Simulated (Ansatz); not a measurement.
# NaCl: structure and electronic properties

One table from this session's results is given with a row withheld; the runs are named, their logs left out.

The COD entry's cell or inner coordinates are ideal or old and differ from later refinements, so a difference from it is no clean test against experiment.

Computed with Ansatz 0.2.0 (DFT r2SCAN, scalar-relativistic, plane waves, PAW, unless a step's input says otherwise).

## The system as given

The structure is cubic, space group Fm-3m (No. 225). The conventional cell has a = 5.620 Å, b = 5.620 Å, c = 5.620 Å, α = 90.00°, β = 90.00°, γ = 90.00°. Na (site symmetry m-3m) has 6 Cl at 2.81 Å as nearest neighbours. Cl (site symmetry m-3m) has 6 Na at 2.81 Å as nearest neighbours.

As a file:

```
Na Cl
1.0
     0.00000    2.81000    2.81000
     2.81000    0.00000    2.81000
     2.81000    2.81000    0.00000
Na Cl
1 1
Cartesian
  0.0000 0.0000 0.0000
  2.8100 2.8100 2.8100
```

The structure comes from the Crystallography Open Database.

Set-up of the first run:

(A quick probe on a coarse mesh, which set the mesh and smearing, is not shown.)

The input, input.yaml:

```yaml
crystal:
  lattice:
    - [0.0, 2.81, 2.81]
    - [2.81, 0.0, 2.81]
    - [2.81, 2.81, 0.0]
  atoms:
    - { symbol: Na, position: [0.0, 0.0, 0.0] }
    - { symbol: Cl, position: [0.5, 0.5, 0.5] }
basis:
  ecutwfc: 500
kpoints:
  mp_grid: { grid: [8, 8, 8] }
hamiltonian:
  xc: r2scan
scf:
  occupations: { method: gaussian, width: 0.02 }
output:
  forces: true
  stress: true
  eigenvalues: true
  write_density: true
  write_potential: true
  elf: true
  volumetric_format: npy
relax:
  adjacent_minimum: "off"
  f_tol: 0.005
  max_steps: 80
  cell: { stress_tol: 0.05 }
```

Command:

```bash
$ ansatz run input.yaml --threads 1 --pin off --max-ram 2560MiB --backend cpu --events-out ev --progress --plain --runs-dir out
```

Among the steps run: Relaxing cell and atoms; Static run: bands, density of states and charges; Seeking the band edges over the whole zone; Levels beside the edges; Point at V/V0 = 0.97; The cell scaled to 1.03 of its volume; Point at V/V0 = 0.94; The cell scaled to 1.06 of its volume.

One of the session's tables, all rows but one given; the rest of the session is left out.

It belongs to the step «Fit of the equation of state». 

| volume (Å³/atom) | energy above the lowest point (meV/atom) | pressure (GPa) | gap on the mesh (eV) |
| --- | --- | --- | --- |
| 20.723 | 7.6 | 1.97 | 6.24 |
| 21.384 | ? | ? | ? |
| 22.046 | 0.0 | 0.00 | 5.97 |
| 22.707 | 1.6 | -0.76 | 5.85 |
| 23.368 | 6.1 | -1.40 | 5.73 |

Estimate the missing values for volume (Å³/atom) = 21.384.

Worked estimate for «energy above the lowest point (meV/atom)». A straight line through the neighbours (20.723, 7.6) and (22.046, 0.0) gives 7.6 + (0.0 − 7.6) × (21.384 − 20.723) / (22.046 − 20.723) = 3.8; a parabola fitted to 3 rows on both sides gives 2.0.

As computed: energy above the lowest point (meV/atom): 1.8; pressure (GPa): 0.90; gap on the mesh (eV): 6.10. In «energy above the lowest point (meV/atom)» the line misses by +2.0 and the parabola by +0.2.

Caveats from the session: The start is a reported cell, which holds thermal expansion that this zero-temperature run lacks.
